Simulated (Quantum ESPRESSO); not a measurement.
Input of a Quantum ESPRESSO 7.5 run:

File pw.in:

```
&CONTROL
  calculation = 'scf'
  prefix = 'pwscf'
  outdir = './tmp'
  pseudo_dir = './pseudo'
  tprnfor = .true.
  tstress = .true.
  disk_io = 'low'
/
&SYSTEM
  ibrav = 0
  celldm(1) = 8
  nat = 2
  ntyp = 1
  ecutwfc = 56
  ecutrho = 448
  nbnd = 28
  occupations = 'smearing'
  smearing = 'fd'
  degauss = 0.00367493
  nspin = 2
  starting_magnetization(1) = 0.1176
/
&ELECTRONS
  conv_thr = 4d-10
  electron_maxstep = 120
  mixing_beta = 0.3
/
ATOMIC_SPECIES
Co    58.9332 co_lda_v1.2.uspp.F.UPF
CELL_PARAMETERS alat
  0.5921929243046   0.0000000000000   0.0000000000000
 -0.2960964621523   0.5128541163892   0.0000000000000
  0.0000000000000   0.0000000000000   0.9611619501378
ATOMIC_POSITIONS crystal
Co     0.3333333333    0.6666666667    0.2500000000
Co     0.6666666667    0.3333333333    0.7500000000
K_POINTS automatic
16 16 10 0 0 0
```

File bands.in:

```
&CONTROL
  calculation = 'bands'
  prefix = 'pwscf'
  outdir = './tmp'
  pseudo_dir = './pseudo'
  disk_io = 'low'
  verbosity = 'high'
/
&SYSTEM
  ibrav = 0
  celldm(1) = 8
  nat = 2
  ntyp = 1
  ecutwfc = 56
  ecutrho = 448
  nbnd = 28
  occupations = 'smearing'
  smearing = 'fd'
  degauss = 0.00367493
  nspin = 2
  starting_magnetization(1) = 0.1176
/
&ELECTRONS
  conv_thr = 1d-08
  electron_maxstep = 120
  mixing_beta = 0.3
  diago_full_acc = .true.
  startingwfc = 'random'
/
ATOMIC_SPECIES
Co    58.9332 co_lda_v1.2.uspp.F.UPF
CELL_PARAMETERS alat
  0.5921929243046   0.0000000000000   0.0000000000000
 -0.2960964621523   0.5128541163892   0.0000000000000
  0.0000000000000   0.0000000000000   0.9611619501378
ATOMIC_POSITIONS crystal
Co     0.3333333333    0.6666666667    0.2500000000
Co     0.6666666667    0.3333333333    0.7500000000
K_POINTS crystal
60
 0.0000000000  0.0000000000  0.0000000000 1
 0.0714285714  0.0000000000  0.0000000000 1
 0.1428571429  0.0000000000  0.0000000000 1
 0.2142857143  0.0000000000  0.0000000000 1
 0.2857142857  0.0000000000  0.0000000000 1
 0.3571428571  0.0000000000  0.0000000000 1
 0.4285714286  0.0000000000  0.0000000000 1
 0.5000000000  0.0000000000  0.0000000000 1
 0.4583333333  0.0833333333  0.0000000000 1
 0.4166666667  0.1666666667  0.0000000000 1
 0.3750000000  0.2500000000  0.0000000000 1
 0.3333333333  0.3333333333  0.0000000000 1
 0.2962962963  0.2962962963  0.0000000000 1
 0.2592592593  0.2592592593  0.0000000000 1
 0.2222222222  0.2222222222  0.0000000000 1
 0.1851851852  0.1851851852  0.0000000000 1
 0.1481481481  0.1481481481  0.0000000000 1
 0.1111111111  0.1111111111  0.0000000000 1
 0.0740740741  0.0740740741  0.0000000000 1
 0.0370370370  0.0370370370  0.0000000000 1
 0.0000000000  0.0000000000  0.0000000000 1
 0.0000000000  0.0000000000  0.1250000000 1
 0.0000000000  0.0000000000  0.2500000000 1
 0.0000000000  0.0000000000  0.3750000000 1
 0.0000000000  0.0000000000  0.5000000000 1
 0.0625000000  0.0000000000  0.5000000000 1
 0.1250000000  0.0000000000  0.5000000000 1
 0.1875000000  0.0000000000  0.5000000000 1
 0.2500000000  0.0000000000  0.5000000000 1
 0.3125000000  0.0000000000  0.5000000000 1
 0.3750000000  0.0000000000  0.5000000000 1
 0.4375000000  0.0000000000  0.5000000000 1
 0.5000000000  0.0000000000  0.5000000000 1
 0.4666666667  0.0666666667  0.5000000000 1
 0.4333333333  0.1333333333  0.5000000000 1
 0.4000000000  0.2000000000  0.5000000000 1
 0.3666666667  0.2666666667  0.5000000000 1
 0.3333333333  0.3333333333  0.5000000000 1
 0.3030303030  0.3030303030  0.5000000000 1
 0.2727272727  0.2727272727  0.5000000000 1
 0.2424242424  0.2424242424  0.5000000000 1
 0.2121212121  0.2121212121  0.5000000000 1
 0.1818181818  0.1818181818  0.5000000000 1
 0.1515151515  0.1515151515  0.5000000000 1
 0.1212121212  0.1212121212  0.5000000000 1
 0.0909090909  0.0909090909  0.5000000000 1
 0.0606060606  0.0606060606  0.5000000000 1
 0.0303030303  0.0303030303  0.5000000000 1
 0.0000000000  0.0000000000  0.5000000000 1
 0.5000000000  0.0000000000  0.5000000000 1
 0.5000000000  0.0000000000  0.3750000000 1
 0.5000000000  0.0000000000  0.2500000000 1
 0.5000000000  0.0000000000  0.1250000000 1
 0.5000000000  0.0000000000  0.0000000000 1
 0.3333333333  0.3333333333  0.0000000000 1
 0.3333333333  0.3333333333  0.1000000000 1
 0.3333333333  0.3333333333  0.2000000000 1
 0.3333333333  0.3333333333  0.3000000000 1
 0.3333333333  0.3333333333  0.4000000000 1
 0.3333333333  0.3333333333  0.5000000000 1
```

Potentials or basis: GBRV 1.5 LDA.

Launch:

```console
$ OMP_NUM_THREADS=1 pw.x -in pw.in > pw.out
$ OMP_NUM_THREADS=1 pw.x -in bands.in > bands.out
```

Problem. Estimate the site moments.

Solution. Co +1.67 μB.

Problem. What does it give for the net moment?

Solution. 3.21 μB per cell.

Stress tensor (GPa, compression positive):
```
-21.41   0.00   0.00
  0.00 -21.41   0.00
  0.00   0.00 -22.69
```

Caveat: so large a pressure means that the cell lies far from this level's equilibrium, or that cutoff or potentials fall short.
